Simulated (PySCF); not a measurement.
**He: changing the method**

Aim: see what other levels and later steps give for He.

Computed with PySCF 2.14.0. Level: method and basis as typed in the scripts.

3 further runs of the same task are left out: 3 that didn't finish.

## (1) The atom

He: 1 atom, charge 0, spin multiplicity 1.

## (2) The base run

Input file input.py:

```python
from pyscf import gto, scf, cc

mol = gto.M(
    atom='He 0 0 0',
    basis='6-311g**',
    charge=0,
    spin=0,
    verbose=4,
)
mf = scf.RHF(mol)
mf.kernel()
mycc = cc.CCSD(mf)
mycc.kernel()
e = mycc.eaccsd(nroots=5)[0]
print('roots (eV) =', (e*27.211386).round(3))
mf.dip_moment()
print('orbital energies (hartree):', mf.mo_energy[..., max(0, mol.nelec[1]-3):mol.nelec[0]+3].round(4))
```

Command:

```console
OMP_NUM_THREADS=1 python input.py
```

The log of this run is left out.

Base result: E(SCF) = -2.859895 Eh, 4 cycles, E(CCSD) − E(SCF) = -0.03068 Eh, attachment roots 22.376, 40.124, 40.124, 40.124, 52.780 eV.

Positive EA roots mean that the added electron is unbound.

## (3) SCF alone

Variant 1 changes step after the SCF: eomea → none.

Input file input.py:

```python
from pyscf import gto, scf

mol = gto.M(
    atom='He 0 0 0',
    basis='6-311g**',
    charge=0,
    spin=0,
    verbose=4,
)
mf = scf.RHF(mol)
mf.kernel()
mf.dip_moment()
print('orbital energies (hartree):', mf.mo_energy[..., max(0, mol.nelec[1]-3):mol.nelec[0]+3].round(4))
```

Command:

```console
OMP_NUM_THREADS=1 python input.py
```

## (4) Population analysis

Variant 2 changes step after the SCF: eomea → analyze.

Input file input.py:

```python
from pyscf import gto, scf

mol = gto.M(
    atom='He 0 0 0',
    basis='6-311g**',
    charge=0,
    spin=0,
    verbose=4,
)
mf = scf.RHF(mol)
mf.kernel()
mf.analyze()
print('orbital energies (hartree):', mf.mo_energy[..., max(0, mol.nelec[1]-3):mol.nelec[0]+3].round(4))
```

## (5) TDA

Variant 3 changes step after the SCF: eomea → tda; number of roots: 5 → 6.

Input file input.py:

```python
from pyscf import gto, scf, tdscf

mol = gto.M(
    atom='He 0 0 0',
    basis='6-311g**',
    charge=0,
    spin=0,
    verbose=4,
)
mf = scf.RHF(mol)
mf.kernel()
td = tdscf.TDA(mf)
td.nstates = 6
td.kernel()
td.analyze()
mf.dip_moment()
print('orbital energies (hartree):', mf.mo_energy[..., max(0, mol.nelec[1]-3):mol.nelec[0]+3].round(4))
```

## (6) Wb97 (RKS)

Variant 4 changes functional: none (Hartree–Fock) → wb97; SCF type: RHF → RKS; step after the SCF: eomea → analyze.

Input file input.py:

```python
from pyscf import gto, dft

mol = gto.M(
    atom='He 0 0 0',
    basis='6-311g**',
    charge=0,
    spin=0,
    verbose=4,
)
mf = dft.RKS(mol, xc='wb97')
mf.kernel()
mf.analyze()
print('orbital energies (hartree):', mf.mo_energy[..., max(0, mol.nelec[1]-3):mol.nelec[0]+3].round(4))
```

Q: Predict the outcome of this session. Wanted: for each run, E(SCF); from base; gap; after the SCF.

**Answer**, as computed:

| run | E(SCF) (hartree) | from base (eV) | cycles | gap (eV) | after the SCF |
| --- | --- | --- | --- | --- | --- |
| base | -2.859895 | 0 | 4 | 47.52 | CCSD correlation -0.835 eV, first root 22.38 eV |
| SCF alone | -2.859895 | 0.0000 | 4 | 47.52 | n/a |
| population analysis | -2.859895 | 0.0000 | 4 | 47.52 | n/a |
| TDA | -2.859895 | 0.0000 | 4 | 47.52 | lowest root found 37.54 eV |
| wb97 (RKS) | -2.900532 | not comparable | 4 | 42.22 | n/a |

A lower total energy from another functional means nothing by itself.
